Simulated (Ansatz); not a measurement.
# S4Tc ([TcS4]-): the cost of one run

The runs use Ansatz 0.2.0, Gaussian basis; the settings change from run to run.

3 further runs of the same task are left out: 2 that didn't finish, 1 set aside as unsound or not needed.

**1. The relaxed structure**

The structure was relaxed beforehand with PBE0-D4/def2-SVPD. Tc takes a core potential in def2 sets; no spin-orbit term is included.

5 atoms, charge -1, spin multiplicity 1.

Atoms are counted from 1 here; the program's logs count them from 0.

Bond lengths: Tc1–S2 2.122 Å, Tc1–S3 2.122 Å, Tc1–S4 2.122 Å, Tc1–S5 2.122 Å. Angles: S2–Tc1–S3 109.5°, S2–Tc1–S4 109.5°, S2–Tc1–S5 109.5°, S3–Tc1–S4 109.5°, S3–Tc1–S5 109.5°, S4–Tc1–S5 109.5°.

**2. B3LYP/def2-TZVP**

Options: finite nuclei.

in.yaml reads:

```yaml
crystal:
  periodic: [false, false, false]
  atoms:
    - {symbol: Tc, position_ang: [-0.000002, 0.000000, -0.000017]}
    - {symbol: S, position_ang: [0.010282, -0.017045, 2.121982]}
    - {symbol: S, position_ang: [1.997277, 0.010294, -0.716986]}
    - {symbol: S, position_ang: [-1.007751, 1.736007, -0.688512]}
    - {symbol: S, position_ang: [-0.999816, -1.729266, -0.716468]}
basis:
  gaussian: {orbitals: def2-TZVP, nuclear_model: gaussian}
total_charge: -1
hamiltonian: {xc: {name: B3LYP}}
scf: {omitted_lower_state_checks: [starts]}
output: {forces: true}
```

The run is started by

```bash
> ansatz run in.yaml --threads 2 --pin off --events-out ev --progress --plain --max-ram 4352MiB
```

**Question.** How long does this run take on 2 threads of Arm Neoverse N1, shared host, and how much memory does it need?

About 14 s, with a peak of 0.63 GiB.
